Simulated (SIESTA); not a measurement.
Crystal: NaLaMnMoO6.

```
Na La Mn Mo O
1.0
     5.55735    0.00000    0.00053
     0.00000    5.59794    0.00000
    -0.06290    0.00000    8.02462
Na La Mn Mo O
2 2 2 2 12
Direct
  0.75008 0.51572 0.49924
  0.24992 0.01572 0.50076
  0.25715 0.95896 0.99937
  0.74285 0.45896 0.00063
  0.24767 0.48762 0.25607
  0.75233 0.98762 0.74393
  0.75559 0.99666 0.27090
  0.24441 0.49666 0.72910
  0.67335 0.97830 0.49061
  0.03402 0.81017 0.27726
  0.93353 0.28910 0.28026
  0.47817 0.20966 0.19922
  0.54435 0.73563 0.20079
  0.82956 0.01818 0.00392
  0.32665 0.47830 0.50939
  0.96598 0.31017 0.72274
  0.06647 0.78910 0.71974
  0.52183 0.70966 0.80078
  0.45565 0.23563 0.79921
  0.17044 0.51818 0.99608
```

The cell was built by a generator and needn't be a form met in nature.

Base run:

```yaml
Program: SIESTA 5.4.2
Functional: AM05
Potentials_or_basis: PseudoDojo 0.4 standard (PBEsol files)
Basis: DZP (energy shift 0.003 Ry; two zetas on semicore shells)
Grid_cutoff: 800 Ry
Energy_shift: 0.003 Ry
k_mesh: 5 × 5 × 4
Occupations: fermi-dirac, width 0.05 eV
Spin: collinear spin, ferromagnetic start
Starting_moments: "[0.0, 0.0, 0.0, 0.0, 4.0, 4.0, 1.0, 1.0, 0.0, 0.0, 0.0, 0.0, 0.0, 0.0, 0.0, 0.0, 0.0, 0.0, 0.0, 0.0] μB"
```

Its results: band gap on the k mesh none (metal or under the smearing width); pressure 0.1 GPa; net moment 9.93 μB per cell; site moments Na -0.01; La -0.01; Mn +4.40; Mo +0.35; O +0.02, +0.04, +0.03, +0.06 μB; largest force 0.542 eV/Å.

Question: After a change of settings the same cell gave: band gap on the k mesh none (metal or under the smearing width); pressure -5.2 GPa; net moment 9.88 μB per cell; site moments Na -0.01; La -0.01; Mn +4.34; Mo +0.34; O +0.03, +0.04, +0.05, +0.07 μB; largest force 0.645 eV/Å. Which change was it?
A. functional from AM05 to PBEsol
B. functional from AM05 to LDA; potentials or basis from PseudoDojo 0.4 standard (PBEsol files) to PseudoDojo 0.4 standard (PBE and LDA files)
C. functional from AM05 to BLYP; potentials or basis from PseudoDojo 0.4 standard (PBEsol files) to PseudoDojo 0.4 standard (PBE files)
D. functional from AM05 to PBE; potentials or basis from PseudoDojo 0.4 standard (PBEsol files) to PseudoDojo 0.4 standard (PBE files)

Answer: B.

Caveats: short orbitals over semicore shells can move pressures by several GPa; the potentials were made for another functional, which shifts forces and pressure; spin-orbit coupling is left out, which moves the levels of the heavy elements; the basis of atomic orbitals isn't converged, which shifts pressures, moduli and gaps; semilocal functionals often make such compounds metallic where correlation or magnetic order opens a gap, which also shifts bond lengths; only a ferromagnetic start was run, and an antiferromagnetic order may lie lower in energy.
